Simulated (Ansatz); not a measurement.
Here is an Ansatz input file for C2H7AlBF, SMILES [CH3][AlH][CH2]BF. Write the same calculation for the Python package.

```yaml
crystal:
  periodic: [false, false, false]
  atoms:
    - { symbol: C, position_ang: [-1.1674, 0.9152, 1.4115] }
    - { symbol: Al, position_ang: [0.4467, 1.0172, 0.3121] }
    - { symbol: C, position_ang: [1.1703, -0.7132, -0.3272] }
    - { symbol: B, position_ang: [0.3231, -1.3422, -1.413] }
    - { symbol: F, position_ang: [0.0484, -0.6939, -2.6934] }
    - { symbol: H, position_ang: [-2.0647, 0.6698, 0.7529] }
    - { symbol: H, position_ang: [-1.0661, 0.2281, 2.226] }
    - { symbol: H, position_ang: [-1.3782, 1.9816, 1.8187] }
    - { symbol: H, position_ang: [0.5229, 2.2231, -0.7113] }
    - { symbol: H, position_ang: [1.2871, -1.4021, 0.5763] }
    - { symbol: H, position_ang: [2.2002, -0.5492, -0.7269] }
    - { symbol: H, position_ang: [-0.2454, -2.3896, -1.1919] }
basis:
  gaussian: { orbitals: def2-SVP }
hamiltonian:
  xc: cam_b3lyp
```

The program run on that file:
```console
$ ansatz run input.yaml --threads 1 --pin off --max-ram 4096MiB --backend cpu --events-out ev --progress --plain --runs-dir out
Engine: ansatz 0.2.0, aarch64-unknown-linux-gnu
Functional definition: CAM-B3LYP
  parameter alpha = 0.19
  parameter beta = 0.46
  parameter omega = 0.33/bohr
  parameter ac = 0.81
  exchange = (1 - alpha - beta)*b88_x + beta*b88_x_sr(omega) + alpha*exact_x + beta*exact_x_lr(omega)
  correlation = (1 - ac)*vwn5_c + ac*lyp_c
1250 factors; their error is unknown
339 factors; integrals over basis functions are off by at most 1.5e-5 eV
mean field evaluation 1: about -12163.0984 eV, gradient 5.7e1 eV
mean field evaluation 2: about -12163.6052 eV, gradient 5.5e1 eV
mean field evaluation 4: about -12170.4575 eV, gradient 2.8e0 eV
mean field evaluation 8: about -12170.4730 eV, gradient 5.3e-2 eV
mean field evaluation 16: about -12170.5364 eV, gradient 4.5e-5 eV
mean field -12170.53636898 eV, -447.2589620740 hartree, gradient 4.5e-5 eV, S^2 0.000000; 0 other end points of the search recorded, 0 dependent functions left out
reference -12170.53650188 eV, -447.2589669580 hartree; 23, 23 occupied and 86, 86 virtual orbitals, 1250 factors
Total energy: -12170.53650188 eV, -447.2589669580 hartree
```

The script, `run_energy.py`:
```python
# -*- coding: utf-8 -*-
"""Electronic structure of the C2H7AlBF molecule."""

import ansatz as az

BASIS_SET = "def2-SVP"
XC = "cam_b3lyp"

molecule = (
    az.Crystal.molecule()
    .atom("C", (-1.1674, 0.9152, 1.4115))
    .atom("Al", (0.4467, 1.0172, 0.3121))
    .atom("C", (1.1703, -0.7132, -0.3272))
    .atom("B", (0.3231, -1.3422, -1.413))
    .atom("F", (0.0484, -0.6939, -2.6934))
    .atom("H", (-2.0647, 0.6698, 0.7529))
    .atom("H", (-1.0661, 0.2281, 2.226))
    .atom("H", (-1.3782, 1.9816, 1.8187))
    .atom("H", (0.5229, 2.2231, -0.7113))
    .atom("H", (1.2871, -1.4021, 0.5763))
    .atom("H", (2.2002, -0.5492, -0.7269))
    .atom("H", (-0.2454, -2.3896, -1.1919))
)

calculation = (
    molecule.calculation()
    .basis(gaussian=BASIS_SET)
    .functional(XC)
)
out = calculation.run(threads=1)
summary = out.report

for key in ("converged", "free_energy_ev", "reference_energy_ev", "n_frozen", "n_occupied", "n_virtual"):
    print(f"{key:22s} {summary[key]}")

field = summary["mean_field"]
print("<S^2> =", round(abs(field["state"]["spin_squared"]), 4), " all-electron relativity setting:", field["relativity"])
print("passes:", field["passes"])
if "symmetry" in field:
    print("occupied orbitals by irrep:", field["symmetry"]["occupied"])
```

`python run_energy.py` gives:
```text
converged              True
free_energy_ev         -12170.536501875984
reference_energy_ev    -12170.536501875984
n_frozen               0
n_occupied             [23, 23]
n_virtual              [86, 86]
<S^2> = 0.0  all-electron relativity setting: none
passes: {'evaluations': 15, 'products': 12}
occupied orbitals by irrep: [{'A': 23}, {'A': 23}]
```

What to keep in mind:
- Total energies depend on the basis set; only differences at equal settings carry meaning.
- The geometry is a force-field or estimated start, not a minimum of this method, and the basis set is short of its limit.
- It ran for 3.9 s on 1 thread of Arm Neoverse V2 (shared host), peak memory 0.28 GiB.

(Lines on the test bed's own set-up are left out of the output.)
